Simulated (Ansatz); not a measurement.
## AlSn in Ansatz: convergence with smearing width

Input of the first run (smearing width 0.3 eV); the others differ in this setting and in those tied to it:

Contents of input.yaml:

```yaml
crystal:
  lattice:
    - [4.1981056157, 0.0, 0.0]
    - [-2.0990528078, 3.6356661109, 0.0]
    - [0.0, 0.0, 3.306847]
  atoms:
    - { symbol: Sn, position: [0.3333333333, 0.6666666667, 0.5] }
    - { symbol: Al, position: [0.0, 0.0, 0.0] }
hamiltonian:
  xc: pbe
  pseudopotentials: { kind: nc }
kpoints:
  mp_grid: { grid: [6, 6, 7] }
scf:
  occupations: { method: gaussian, width: 0.3 }
output:
  forces: true
  stress: true
  eigenvalues: true
```

Potentials or basis: Ansatz NC.

Command:

```console
$ ansatz run input.yaml --threads 2 --pin off --max-ram 5632MiB --backend cpu --events-out ev --progress --plain --runs-dir out
```

The cell comes from a database or a generator and needn't be the stable form of this composition.

Hardware: 2 threads of Intel(R) Xeon(R) Processor @ 2.70GHz, with other jobs on the host.

```tsv
smearing width	energy less the tightest run, at zero smearing (meV/atom)	pressure (GPa)	gap on the mesh (eV)	SCF cycles	CPU time (s)	peak memory (GiB)
0.3 eV	1.64	-0.22	0.000	6	9	0.34
0.2 eV	0.49	-0.22	0.000	6	9.4	0.33
0.15 eV	0.20	-0.21	0.000	6	9.6	0.34
0.1 eV	0.15	-0.20	0.000	6	9.2	0.34
0.05 eV	0.03	-0.17	0.000	6	11	0.34
0.025 eV	0.00	-0.17	-	6	12	0.34
0.01 eV	0.00	-0.17	0.152	6	12	0.34
0.005 eV	0.00	-0.17	0.152	6	10	0.34
```

Against the tightest run, the energy stays within 1 meV/atom from 0.2 eV on; the pressure stays within 0.1 GPa from 0.3 eV on; the gap on the mesh stays within 0.01 eV from 0.01 eV on. The tightest run that finished is the yardstick and may itself not be fully converged.

Caveat, for the tightest run too: odd divisions of the mesh miss points on the zone boundary, where band edges often lie, so the gap on the mesh can be too wide; spin-orbit coupling is left out, which moves the levels of the heavy elements.
